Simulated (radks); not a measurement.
# Valence configurations of Yb

Aim: which of several valence configurations of Yb lies lowest at this level, and whether it is the one NIST lists ([Xe] 4f14 6s2).

Program: radks (a radial shooting solver on a logarithmic mesh, Libxc functionals) version 1. Level of theory: Dirac Kohn-Sham, PBE, spin-unpolarised, spherical densities, finite nucleus; open shells fill j = l - 1/2 first. These are calculated values, not measurements, unless marked.

## 1. The system

```
element            : ytterbium (Z = 70)
charge             : 0
electrons          : 70
configuration      : [Xe] 4f14 6s2
nuclear rms radius : 5.3108 fm
others tried       : 4f14 6p2; 4f12 5d2 6s2; 4f14 5d1 6s1; 4f12 5d3 6s1; 4f11 5d4 6s1; 4f11 5d5; 4f11 5d4 6p1; 4f13 5d1 6s2; 4f13 6s2 6p1
```

## 2. [Xe] 4f14 6s2

Input:

```text
Z 70
configuration [Xe] 4f14 6s2
relativity Dirac
functional pbe,pbe
spin unpolarised
j_filling energy
nucleus finite rms 5.3108 fm
c 137.035999084
```

## 3. [Xe] 4f14 6p2

Input: that of step 2 with these lines changed.

```diff
@@ -1,3 +1,3 @@
 Z 70
-configuration [Xe] 4f14 6s2
+configuration [Xe] 4f14 6p2
 relativity Dirac
```

## 4. [Xe] 4f12 5d2 6s2

Input: that of step 3 with these lines changed.

```diff
@@ -1,3 +1,3 @@
 Z 70
-configuration [Xe] 4f14 6p2
+configuration [Xe] 4f12 5d2 6s2
 relativity Dirac
```

## 5. [Xe] 4f14 5d1 6s1

Input: that of step 4 with these lines changed.

```diff
@@ -1,3 +1,3 @@
 Z 70
-configuration [Xe] 4f12 5d2 6s2
+configuration [Xe] 4f14 5d1 6s1
 relativity Dirac
```

## 6. [Xe] 4f12 5d3 6s1

Input: that of step 5 with these lines changed.

```diff
@@ -1,3 +1,3 @@
 Z 70
-configuration [Xe] 4f14 5d1 6s1
+configuration [Xe] 4f12 5d3 6s1
 relativity Dirac
```

## 7. [Xe] 4f11 5d4 6s1

Input: that of step 6 with these lines changed.

```diff
@@ -1,3 +1,3 @@
 Z 70
-configuration [Xe] 4f12 5d3 6s1
+configuration [Xe] 4f11 5d4 6s1
 relativity Dirac
```

## 8. [Xe] 4f11 5d5

Input: that of step 7 with these lines changed.

```diff
@@ -1,3 +1,3 @@
 Z 70
-configuration [Xe] 4f11 5d4 6s1
+configuration [Xe] 4f11 5d5
 relativity Dirac
```

## 9. [Xe] 4f11 5d4 6p1

Input: that of step 8 with these lines changed.

```diff
@@ -1,3 +1,3 @@
 Z 70
-configuration [Xe] 4f11 5d5
+configuration [Xe] 4f11 5d4 6p1
 relativity Dirac
```

## 10. [Xe] 4f13 5d1 6s2

Input: that of step 9 with these lines changed.

```diff
@@ -1,3 +1,3 @@
 Z 70
-configuration [Xe] 4f11 5d4 6p1
+configuration [Xe] 4f13 5d1 6s2
 relativity Dirac
```

## 11. [Xe] 4f13 6s2 6p1

Input: that of step 10 with these lines changed.

```diff
@@ -1,3 +1,3 @@
 Z 70
-configuration [Xe] 4f13 5d1 6s2
+configuration [Xe] 4f13 6s2 6p1
 relativity Dirac
```

Q: Predict the outcome of this session. Wanted: for each run, valence; E − E(NIST configuration); highest level; its energy; 1s shift.

**Answer**, as computed:

```
     valence  E − E(NIST configuration) (eV)  highest level  its energy (eV)  1s shift (eV)
    4f14 6s2                           0.000          4f7/2           -2.446          +0.00
4f14 5d1 6s1                           3.159          5d3/2           -0.744          +0.28
4f13 5d1 6s2                           4.180          5d3/2           -1.978          -6.55
4f13 6s2 6p1                           5.147          6p1/2           -2.360          -9.52
    4f14 6p2                           5.579          6p1/2           -2.398          -2.61
4f12 5d2 6s2                          13.853          5d3/2           -3.046         -13.74
4f12 5d3 6s1                          15.880          5d3/2           -2.160         -12.23
4f11 5d4 6s1                          30.930          5d3/2           -2.918         -19.72
    4f11 5d5                          33.127          5d5/2           -1.745         -18.53
4f11 5d4 6p1                          34.153          6p1/2           -1.932         -20.91
```

What this shows: Theory agrees with NIST among these: the next, 4f14 5d1 6s1, lies 3.159 eV higher. The energies are those of spherical spin-averaged densities, not of single terms. The 1s eigenvalue shifts by up to 20.91 eV as the valence charge is rearranged.
